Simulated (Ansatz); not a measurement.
# MnZn: how the settings move a single-point run

How sensitive is a single-point run of MnZn to its settings? A reference run comes first, then one run with altered input.

Program: Ansatz 0.2.0. Level of theory: reference: DFT, LDA, PAW with Ansatz's default frozen-core files, scalar-relativistic. These are calculated values, not measurements.

## (1) The system as given

It takes space group Pm-3m (No. 221, cubic). Conventional cell: a = 3.070 Å, b = 3.070 Å, c = 3.070 Å, α = 90.00°, β = 90.00°, γ = 90.00°. Mn (site symmetry m-3m) is surrounded by 8 Zn at 2.66 Å. Zn (site symmetry m-3m) has 8 Mn at 2.66 Å in its first shell of neighbours.

Structure file:

```cif
data_structure
_symmetry_space_group_name_H-M 'P 1'
_symmetry_Int_Tables_number 1
_cell_length_a 3.0700
_cell_length_b 3.0700
_cell_length_c 3.0700
_cell_angle_alpha 90.000
_cell_angle_beta 90.000
_cell_angle_gamma 90.000
_cell_volume 28.93
loop_
_atom_site_label
_atom_site_type_symbol
_atom_site_fract_x
_atom_site_fract_y
_atom_site_fract_z
_atom_site_occupancy
Mn1 Mn 0.00000 0.00000 0.00000 1
Zn1 Zn 0.50000 0.50000 0.50000 1
```

## (2) Reference

The input, input.yaml:

```yaml
crystal:
  lattice:
    - [3.07, 0.0, 0.0]
    - [0.0, 3.07, 0.0]
    - [0.0, 0.0, 3.07]
  atoms:
    - { symbol: Mn, position: [0.0, 0.0, 0.0], spin: 3.0, spin_axis: [1.0, 0.0, 0.0] }
    - { symbol: Zn, position: [0.5, 0.5, 0.5] }
magnetization:
  noncollinear: true
  spin_spiral: { q: [0.0, 0.0, 0.0] }
kpoints:
  mp_grid: { grid: [12, 12, 12] }
scf:
  occupations: { method: fermi_dirac, width: 0.03 }
  lower_state_search: "off"
hamiltonian:
  xc: lda
  pseudopotentials: { kind: paw }
output:
  eigenvalues: false
```

Launch:

```
> ansatz run input.yaml --threads 2 --pin off --max-ram 5120MiB --backend cpu --events-out ev --progress --plain --runs-dir out
```

Excerpt of the output:

```text
[...]
Basis set: ecut = 420 eV, 587 PW (Γ)
[...]
k-points: 84 of 1728
[...]
SCF iter   1: F=—  HF=-7087.380354 eV  |F-HF|=—  |Δ(HF+E_count)|=         —  Δρ=1.01e-1  dr2=3.30e0  dr2_m=7.18e-2  ethr=3.10e-3  |M|=2.97e0 ∫|m|=3.10e0 μB  |m|>n=0.0e0 m-floor=0.0e0 τ_xc=1.6e-32  β_m=1.00  ⟨swp⟩=5.1  Hψ=10903  notcnv=0
preconditioner: auto → none  [metal: Δε(μ)=0.038 eV  Ē_g=7.355 eV  σ=0.030 eV  W_gap=0.30  n_scr=6 (ndim 8)  ℏωp=30.1 eV  f_vac=0.000  D(μ)=0.89/eV (n_scr^D=6)]
SCF iter   2: F=—  HF=-7087.177930 eV  |F-HF|=—  |Δ(HF+E_count)|=   2.02e-1  Δρ=9.08e-2  dr2=1.98e0  dr2_m=2.91e-2  ethr=3.10e-3  |M|=2.89e0 ∫|m|=3.08e0 μB  |m|>n=0.0e0 m-floor=0.0e0 τ_xc=1.6e-26  β_m=0.30  ⟨swp⟩=3.0  Hψ=6349  notcnv=0  defer=191
[...]
SCF iter  11: F=—  HF=-7086.863363 eV  |F-HF|=—  |Δ(HF+E_count)|=   1.33e-6  Δρ=3.91e-5  dr2=1.08e-7  dr2_m=1.01e-7  ethr=3.70e-10  |M|=3.01e0 ∫|m|=3.27e0 μB  |m|>n=0.0e0 m-floor=0.0e0 τ_xc=7.2e-24  β_m=0.83  ⟨swp⟩=3.6  Hψ=8158  notcnv=0
SCF iter  12: F=-7086.863363 eV  HF=-7086.863363 eV  |F-HF|=1.76e-9  |Δ(HF+E_count)|=   8.77e-8  Δρ=8.99e-6  dr2=1.46e-9  dr2_m=5.35e-9  ethr=3.70e-10  |M|=3.01e0 ∫|m|=3.27e0 μB  |m|>n=0.0e0 m-floor=0.0e0 τ_xc=7.0e-24  ⟨swp⟩=2.5  Hψ=5819  notcnv=0
[...]
SCF converged after 12 iterations
Magnetization: |M| = 3.0118 μB,  M = (+3.0118, +0.0000, +0.0000) μB
[...]
Free energy (F): -7086.863363 eV
[...]
E sigma→0 (E₀):  -7086.861976 eV
[...]
Fermi energy:    12.628263 eV
[...]
```

Wall time 16 s (2 threads of Arm Neoverse V1, shared host); peak memory 0.45 GiB.

## (3) Variant: starting moments, lock_directions true

Changes to input.yaml since step 2:

```diff
@@ -6,3 +6,3 @@
   atoms:
-    - { symbol: Mn, position: [0.0, 0.0, 0.0], spin: 3.0, spin_axis: [1.0, 0.0, 0.0] }
+    - { symbol: Mn, position: [0.0, 0.0, 0.0], spin: 3.0, spin_axis: [0.25881905, 0.0, 0.96592583] }
     - { symbol: Zn, position: [0.5, 0.5, 0.5] }
@@ -11,2 +11,3 @@
   spin_spiral: { q: [0.0, 0.0, 0.0] }
+  spin_locking: { lock_directions: true }
 kpoints:
```

Launch:

```
> ansatz run input.yaml --threads 2 --pin off --max-ram 5120MiB --backend cpu --events-out ev --progress --plain --runs-dir out
```

The log of the run, cut to the lines that bear on the results:

```text
Warning: magnetization.spin_spiral: disabling space-group detection — beside a Hubbard shell, its report or a lock it is not worked out which of the operations that keep the spiral keep those too, and one that does not would average them into another order's, and files of the run's [...]
settings of this run that can trade accuracy for cost: output.eigenvalues: false. Do not mix this run's numbers with those of runs without the same settings; the input reference describes each key
[...]
Pseudopotentials: kind: paw
Pseudopotential: Mn, paw, valence charge 15, recommended cutoff 420 eV (normal)
Pseudopotential: Zn, paw, valence charge 12, recommended cutoff 420 eV (normal)
Functional definition: SPW92
[...]
Crystal: 2 atoms, lattice volume = 28.934 Å³
Basis set: ecut = 420 eV, 587 PW (Γ)
Bands: 36, of which v1, the nominal top of the filled ones, is band 27 counted from 1 (26 counted from 0)
Symmetry: 1 space group operations
k-points: 1728
Spin spiral: q = (0, 0, 0) of the reciprocal vectors; moments are told in the frame that turns with it, a site's in that at the site
[...]
Starting moments: Σ|m| = 3 μB on 1 of 2 sites
[...]
SCF iter   1: F=-7084.204730 eV  HF=-7087.380366 eV  |F-HF|=3.18e0  |Δ(HF+E_count)|=         —  Δρ=1.01e-1  dr2=3.30e0  dr2_m=7.18e-2  ethr=3.10e-3  |M|=2.97e0 ∫|m|=3.10e0 μB  |m|>n=0.0e0 m-floor=0.0e0 τ_xc=1.0e-17  β_m=0.30  ⟨swp⟩=5.1  Hψ=223931  notcnv=0
[...]
SCF iter  10: F=-7086.863363 eV  HF=-7086.863363 eV  |F-HF|=1.18e-9  |Δ(HF+E_count)|=   2.08e-8  Δρ=2.44e-6  dr2=1.28e-9  dr2_m=1.85e-10  ethr=3.29e-10  |M|=3.01e0 ∫|m|=3.27e0 μB  |m|>n=0.0e0 m-floor=0.0e0 τ_xc=1.2e-17  ⟨swp⟩=1.0  Hψ=161786  notcnv=0
[...]
SCF converged after 10 iterations
Stability not checked: this state was not tested for a lower state beside it, because a magnetisation constraint still acts at the end of the SCF (magnetization_constraint; see scf.lower_state_search)
Magnetization: |M| = 3.0118 μB,  M = (+0.7795, +0.0000, +2.9092) μB
Absolute magnetization: 3.2725 μB (∫|m|, with the PAW one-centre terms)
  site 0: m = (+0.7790, +0.0000, +2.9073) μB, |m| = 3.0099 μB  (R = 1.10 Å)
  site 1: m = (-0.0149, -0.0000, -0.0554) μB, |m| = 0.0574 μB  (R = 1.10 Å)
--- Magnetisation constraints (ε_frz = 1.0e-4 eV) ---
  site  kind           target                            achieved (μB)             |Δ|max (μB)  g (eV/μB)                    λ_eff  esc  ok   flags
  0     per_site_axis  ê (+0.259, +0.000, +0.966) ≥0.00  (+0.779, +0.000, +2.907)  5.01e-6      (+1.0e-5, +1.1e-7, -2.7e-6)  1.000  0    yes
Free energy (F): -7086.863363 eV
[...]
E sigma→0 (E₀):  -7086.861976 eV
Entropy (-TS):   -0.002775 eV (-1.388 meV/atom)
Fermi energy:    12.628285 eV
[...]
settings of this run that can trade accuracy for cost: output.eigenvalues: false. Do not mix this run's numbers with those of runs without the same settings; the input reference describes each key
```

Run time: 4.7 min. Hardware: 2 threads of Arm Neoverse V1, shared host; peak memory 2.9 GiB.

The changed input (constraint on the moments) leaves the energy the same to the digits printed. Cost: 10 SCF cycles against 12, 4.7 min against 16 s.

## (4) Side by side

| run | ending | energy change | abs. moment (μB) | cycles | time |
| --- | --- | --- | --- | --- | --- |
| reference | converged | 0 | 3.27 | 12 | 16 s |
| 1: starting moments, lock_directions true | converged | 0.0 meV/atom | 3.27 | 10 | 4.7 min |

Residual by cycle in the longest SCF loop of each run; runs are numbered as in the table. The quantity is the density residual dr2, in eV.

| cycle | reference | run 1 |
| --- | --- | --- |
| 1 | 3.3 | 3.3 |
| 2 | 1.98 | 2.01 |
| 3 | 0.07 | 0.0605 |
| 4 | 0.0125 | 0.0155 |
| 5 | 4.2e-4 | 0.00303 |
| 6 | 2.8e-4 | 5.0e-4 |
| 7 | 0.00326 | 1.3e-4 |
| 8 | 8.7e-4 | 2.7e-6 |
| 9 | 9.2e-5 | 8.9e-8 |
| 10 | 2.4e-7 | 1.3e-9 |
| 11 | 1.1e-7 | - |
| 12 | 1.5e-9 | - |

What this shows: The changed input (constraint on the moments) leaves the energy the same to the digits printed. Cost: 10 SCF cycles against 12, 4.7 min against 16 s.
